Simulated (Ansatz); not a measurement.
# CH₆FGeN: up Jacob's ladder to CCSD(T)

An exercise on one series of results from a longer session: the logs are not shown, and one member is left open.

Method: functionals in def2-TZVPP, the program's frozen cores in correlated methods; program: Ansatz 0.2.0, Gaussian basis.

Plan: LDA (SPW92), PBE-D4, revPBE-D4, BLYP-D4, r2SCAN-D4, B97M-V, PBE0-D4, B3LYP-D4, r2SCANh-D4, r2SCAN0-D4, HSE06-D4, BHLYP-D4, CAM-B3LYP-D4, LC-ωPBE, ωB97X-V, ωB97M-V, B2PLYP, PBE-QIDH; CCSD(T)/def2-SVP; CCSD(T)/def2-TZVPP; MP2/def2-QZVPP; extrapolation to the limit; RPA on PBE.

## The geometry

The geometry comes from an earlier relaxation with PBE0-D4 in a triple-zeta def2 set; it is a stationary point, not always the lowest conformer.

SMILES `C[NH][GeH2][F]`, 10 atoms, charge 0, spin multiplicity 1.

Atoms are counted from 1 here; the program's logs count them from 0.

Bond lengths: C1–N2 1.450 Å, C1–H5 1.097 Å, C1–H6 1.094 Å, C1–H7 1.093 Å, N2–Ge3 1.806 Å, N2–H8 1.009 Å, Ge3–F4 1.754 Å, Ge3–H9 1.532 Å, Ge3–H10 1.531 Å. Angles: N2–C1–H5 113.8°, N2–C1–H6 110.4°, N2–C1–H7 109.6°, H5–C1–H6 108.3°, H5–C1–H7 107.5°, H6–C1–H7 107.0°, C1–N2–Ge3 121.9°, C1–N2–H8 113.1°, Ge3–N2–H8 115.4°, N2–Ge3–F4 111.6°, N2–Ge3–H9 109.0°, N2–Ge3–H10 109.3°, F4–Ge3–H9 104.5°, F4–Ge3–H10 105.3°, H9–Ge3–H10 116.9°.

As a file:

```
C     0.1169    1.0564   -0.9446
N    -0.6146    0.3483    0.0882
Ge    0.1246   -1.0087    1.0219
F     0.4239   -2.4046    0.0030
H     0.1288    0.5398   -1.9119
H    -0.3043    2.0546   -1.0944
H     1.1552    1.1907   -0.6309
H    -1.5958    0.2450   -0.1219
H     1.5134   -0.5828    1.5075
H    -0.8651   -1.4899    2.0862
```

The first run:

Input file in.yaml:

```yaml
crystal:
  periodic: [false, false, false]
  atoms:
    - {symbol: C, position_ang: [0.116930, 1.056352, -0.944636]}
    - {symbol: N, position_ang: [-0.614613, 0.348315, 0.088170]}
    - {symbol: Ge, position_ang: [0.124600, -1.008728, 1.021903]}
    - {symbol: F, position_ang: [0.423860, -2.404608, 0.002987]}
    - {symbol: H, position_ang: [0.128827, 0.539846, -1.911904]}
    - {symbol: H, position_ang: [-0.304275, 2.054616, -1.094440]}
    - {symbol: H, position_ang: [1.155227, 1.190670, -0.630877]}
    - {symbol: H, position_ang: [-1.595757, 0.244999, -0.121900]}
    - {symbol: H, position_ang: [1.513386, -0.582751, 1.507504]}
    - {symbol: H, position_ang: [-0.865086, -1.489910, 2.086193]}
basis:
  gaussian: {orbitals: def2-TZVPP}
hamiltonian: {xc: lda}
output: {orbitals: {seedname: orbitals}}
```

Run with:

```console
> ansatz run in.yaml --threads 4 --pin off --events-out ev --progress --plain --max-ram 10444MiB
```

Among the steps run: LDA; PBE-D4 (GGA); revPBE-D4 (GGA); BLYP-D4 (GGA); r2SCAN-D4 (meta-GGA); B97M-V (meta-GGA); B3LYP-D4 (hybrid); r2SCANh-D4 (hybrid); r2SCAN0-D4 (hybrid); HSE06-D4 (hybrid); BHLYP-D4 (hybrid); CAM-B3LYP-D4 (range-separated); LC-ωPBE (range-separated); ωB97X-V (range-separated); ωB97M-V (range-separated); B2PLYP (double hybrid); PBE-QIDH (double hybrid).

One of the session's tables, all rows but one given; the rest of the session is left out.

It belongs to the step «Frontier levels by functional». 

```
  functional  HOMO (eV)  LUMO (eV)  gap (eV)
 LDA (SPW92)      -5.94      -0.46      5.48
      PBE-D4      -5.79      -0.19      5.61
   revPBE-D4      -5.73      -0.07      5.67
     BLYP-D4      -5.69      -0.15      5.54
   r2SCAN-D4      -6.07       0.24      6.31
      B97M-V      -6.20       0.01      6.21
     PBE0-D4      -7.20       0.68      7.88
    B3LYP-D4      -6.97       0.37      7.35
  r2SCANh-D4      -6.60       0.54      7.14
  r2SCAN0-D4      -7.40       0.97      8.37
    HSE06-D4      -6.79       0.31      7.10
    BHLYP-D4      -8.55       1.38      9.93
CAM-B3LYP-D4      -8.63       1.53     10.16
     LC-ωPBE          ?          ?         ?
     ωB97X-V      -9.65       2.63     12.28
     ωB97M-V      -9.56       2.25     11.81
```

Q: Estimate the row for LC-ωPBE from the others.

**Answer.** HOMO (eV): -10.00; LUMO (eV): 2.82; gap (eV): 12.83. In the column «HOMO (eV)» it is the lowest.
